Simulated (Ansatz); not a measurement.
# ClFMoOS: the cost of one run

The runs use Ansatz 0.2.0, Gaussian basis; the settings change from run to run.

## Step 1: The geometry

The geometry comes from an earlier relaxation with PBE0-D4 in a triple-zeta def2 set; it is a stationary point. Mo takes a core potential in def2 sets; no spin-orbit term is included.

5 atoms, charge 0, spin multiplicity 1.

Atoms are counted from 1 here; the program's logs count them from 0.

Bond lengths: O1–Mo2 1.659 Å, Mo2–F3 1.834 Å, Mo2–S4 2.094 Å, Mo2–Cl5 2.235 Å. Angles: O1–Mo2–F3 110.3°, O1–Mo2–S4 107.2°, O1–Mo2–Cl5 108.8°, F3–Mo2–S4 109.5°, F3–Mo2–Cl5 112.4°, S4–Mo2–Cl5 108.5°.

## Step 2: PBE0-DH/def2-mTZVPP

Options: unrestricted orbitals, atoms shaken by 0.15 Å.

Contents of in.yaml:

```yaml
crystal:
  periodic: [false, false, false]
  atoms:
    - {symbol: O, position_ang: [-0.133789, -0.232083, 1.775485]}
    - {symbol: Mo, position_ang: [0.089804, -0.125565, 0.080486]}
    - {symbol: F, position_ang: [1.557701, -1.006642, -0.366887]}
    - {symbol: S, position_ang: [-1.478831, -0.975509, -0.903552]}
    - {symbol: Cl, position_ang: [0.184949, 1.974196, -0.561161]}
basis:
  gaussian: {orbitals: def2-mTZVPP}
magnetization: {spin_polarized: true, initial_magnetization: 0}
hamiltonian: {xc: {name: PBE0-DH}}
output: {forces: true}
```

Command:

```bash
$ ansatz run in.yaml --threads 4 --pin off --events-out ev --progress --plain --max-ram 10444MiB
```

What time and memory should one allow on 4 threads of Arm Neoverse V1, shared host?

About 15 s, with a peak of 0.86 GiB.
